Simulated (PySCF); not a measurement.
Molecule: Cl4Si, in a box.

```xyz
5
Lattice="12.0000 0.0000 0.0000 0.0000 13.0000 0.0000 0.0000 0.0000 13.0000" Properties=species:S:1:pos:R:3 pbc="T T T"
Cl    4.8239    6.1099    8.1498
Si    5.7760    6.1378    6.3798
Cl    7.4933    4.9636    6.4921
Cl    4.6061    5.5032    4.9353
Cl    6.3420    8.0605    5.9650
```

The cell isn't the ideal one: atoms moved at random, drawn with an rms of 0.05 Å.

Program: PySCF 2.14.0. Alike in all runs: task atomic charges; potentials or basis 6-31g* (all-electron); no spin polarisation; cell atoms moved at random, drawn with an rms of 0.05 Å; k mesh 1 × 1 × 1; smearing fixed.

**Question.** Order these runs on this cell by their band gap on the k mesh, lowest first.
A. level r2SCAN50+D4; exxdiv ewald; three-centre integrals read from an earlier run's file; three-body dispersion term yes
B. level r2SCAN0; exxdiv ewald; three-centre integrals read from an earlier run's file
C. level PBE
D. level MN15-L+D3; three-centre integrals read from an earlier run's file; three-body dispersion term no

**Answer.** C (6.27 eV), D (8.01 eV), B (9.19 eV), A (11.37 eV).

Caveats: this is a molecule in a periodic box at the Γ point, so its band gap is the HOMO-LUMO gap; the basis of atomic orbitals isn't converged, which shifts pressures, moduli and gaps.

